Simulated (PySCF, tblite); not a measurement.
**C4H10OSi2: geometry, infrared bands and NMR shifts**

What infrared bands and NMR shifts should C4H10OSi2 (`C#C[Si@@H](O)CC[SiH3]`) show?

The runs use tblite 0.8.0 and PySCF 2.14.0, with density-fitted response routines of our own; the level of theory stands in each step. All values are computed, except where a source is named. Atoms are numbered from 0 throughout.

## Step 1: Starting geometry

17 atoms, charge 0, multiplicity 1; geometry from: force field or distance geometry start.

Bonds of the start (Å): C0–C1 1.20, C1–Si2 1.83, Si2–O3 1.72, Si2–C4 1.85, C4–C5 1.49, C5–Si6 1.89, C0–H7 1.06, Si2–H8 1.48, O3–H9 1.01, C4–H10 1.10, C4–H11 1.12, C5–H12 1.10, C5–H13 1.09, Si6–H14 1.47, Si6–H15 1.44, Si6–H16 1.47.

## Step 2: Optimising the geometry with GFN2-xTB

The job: settings as JSON, then the geometry in Å.

```
{"job": {"kind": "relax", "xc": "GFN2-xTB", "basis": "xTB"}, "charge": 0, "multiplicity": 1}
C     -2.274700     2.236700     0.404600
C     -2.019100     1.067300     0.423400
Si    -1.590800    -0.710400     0.492300
O     -2.551600    -1.611700    -0.618400
C      0.207300    -0.879100     0.068800
C      0.906900     0.363500     0.517000
Si     2.741900     0.218100     0.095700
H     -2.500100     3.274400     0.372100
H     -1.738900    -1.253300     1.855800
H     -3.114600    -2.282600    -0.107700
H      0.604200    -1.802800     0.504400
H      0.361700    -0.960300    -1.033200
H      0.569800     1.282000     0.009100
H      0.827600     0.492100     1.599300
H      3.163600    -1.130900     0.496000
H      2.925200     0.486800    -1.312100
H      3.474600     1.222400     0.872400
```

Command:

```bash
OMP_NUM_THREADS=1 python probes_run.py task.json out
```

This one command runs all jobs of the session in turn.

**Question.** This job is followed by: GFN2-xTB harmonic vibrations, gas phase; GIAO PBE0/pcSseg-1 NMR shielding, non-relativistic, gas phase. Predict these results of the whole session: strongest single infrared mode (GFN2-xTB); zero-point energy (GFN2-xTB); 13C shifts against TMS (PBE0/pcSseg-1); 1H shifts against TMS (PBE0/pcSseg-1, means over atoms taken as alike); 29Si shifts against TMS (PBE0/pcSseg-1); 17O shifts against H2O (PBE0/pcSseg-1); surface potential, 1st and 99th percentile.

The runs gave:

| quantity | value |
| --- | --- |
| strongest single infrared mode (GFN2-xTB) | 797 cm⁻¹, 541 km/mol |
| zero-point energy (GFN2-xTB) | 74.9 kcal/mol |
| 13C shifts against TMS (PBE0/pcSseg-1) | 102.1, 90.8, 14.3, 1.8 ppm |
| 1H shifts against TMS (PBE0/pcSseg-1, means over atoms taken as alike) | 5.12, 3.89, 1.95, 1.40, 1.03, 0.98, 0.92, 0.48 ppm |
| 29Si shifts against TMS (PBE0/pcSseg-1) | -30.6, -66.1 ppm |
| 17O shifts against H2O (PBE0/pcSseg-1) | 31.9 ppm |
| surface potential, 1st and 99th percentile | -1.25 V and 2.13 V |

What this shows: Relaxing lowered the energy by 0.502 eV in 90 steps; the close pair that moved most is Si2–O3, from 1.723 to 1.630 Å. All 45 modes are real, so the xTB geometry is a minimum. GFN2-xTB is a fitted tight-binding method: band positions and strengths are rough. Its intensities can rank the bands wrongly. At PBE0/pcSseg-1: The widest tensor belongs to C1: span 292 ppm, with a paramagnetic part of -166 ppm.
